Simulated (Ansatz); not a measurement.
NiMoIrPdW:

```
CELL_PARAMETERS angstrom
2.77046 0.00000 0.00000
-1.38523 2.39928 0.00000
0.00000 0.00000 21.88122
ATOMIC_POSITIONS crystal
Ni 0.33333 0.66667 0.04433
Ni 0.66667 0.33333 0.95562
Mo 0.66667 0.33333 0.34270
Mo 0.66667 0.33333 0.76320
Pd 0.33333 0.66667 0.44768
Pd 0.33333 0.66667 0.65723
Ir 0.33333 0.66667 0.23988
Ir 0.33333 0.66667 0.86050
W 0.66667 0.33333 0.13646
W 0.66667 0.33333 0.55240
```

The cell was built by a generator and needn't be a form met in nature.

Program: Ansatz 0.2.0. Alike in all runs: task band structure; potentials or basis all-electron LAPW, scalar-relativistic; spin collinear, ferromagnetic start; cell as given; k mesh 8 × 8 × 2; cutoff (eV) 287; smearing fermi-dirac 0.05 eV; basis error allowed 0.002 eV/atom.

Order these runs on this cell by their pressure, lowest first.
A. level PBE
B. level BLYP
C. level RPBE

A (0.0 GPa), C (4.1 GPa), B (11.3 GPa).

Caveats: the k mesh is thin for a metal, which can move the energy by tens of meV per atom.

Not every run made on this cell is shown here.
